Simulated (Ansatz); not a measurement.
Runs of Ansatz 0.2.0 on NbTe. It takes space group P-6m2 (No. 187, hexagonal). Conventional cell: a = 3.703 Å, b = 3.703 Å, c = 3.694 Å, α = 90.00°, β = 90.00°, γ = 120.00°. Te (site symmetry -6m2) is surrounded by 6 Nb at 2.83 Å. Nb (site symmetry -6m2) has 6 Te at 2.83 Å as nearest neighbours. The cell comes from a database or a generator and needn't be the stable form of this composition.

| task | level | cell | k mesh | target pressure (GPa) | gap on the mesh (eV) | pressure (GPa) | relaxed volume (Å³/atom) |
| --- | --- | --- | --- | --- | --- | --- | --- |
| relaxation of cell and atoms | PBEsol | relaxed | 8 × 8 × 7 | 0 | none | 0.0 | 20.96 |
| relaxation of cell and atoms | revPBE+D3(BJ) | relaxed | 8 × 8 × 7 | - | none | 0.0 | 20.41 |
| relaxation of cell and atoms | PBEsol+D4 | relaxed | 8 × 8 × 7 | - | none | 0.0 | (a) |
| relaxation of cell and atoms | PBEsol | relaxed to 2 GPa | 8 × 8 × 7 | 2 | none | 2.0 | - |
| relaxation of cell and atoms | PBEsol+D3(BJ) | relaxed | 8 × 8 × 7 | - | none | 0.0 | 20.15 |
| phonons | PBEsol | as given | 6 × 6 × 5 | - | none | - | - |
| relaxation of cell and atoms | PBEsol | relaxed to 5 GPa | 8 × 8 × 7 | 5 | none | 5.0 | - |
| relaxation of cell and atoms | PBEsol | relaxed to 10 GPa | 8 × 8 × 7 | 10 | none | 10.0 | - |

Alike in all rows: potentials or basis Ansatz PAW; no spin polarisation; cutoff (eV) 420; smearing fermi-dirac 0.05 eV.

Q: Estimate the missing entries.

A: (a) 20.63.

Caveats: the PAW data sets come from PBE, with cores solved anew for the run's functional, which leaves a small shift of forces and pressure; the plane-wave basis is chosen anew once the cell has moved, so the energies of steps on either side of that aren't comparable (some runs); pairwise dispersion overbinds metals, which lowers pressure and volume (some runs).

A k mesh can miss the band edges, and the runs leave out spin-orbit coupling on Nb, Te.

A gap of «none» marks a metal or a gap under the smearing width.

Runs at the PBE level aren't shown here.
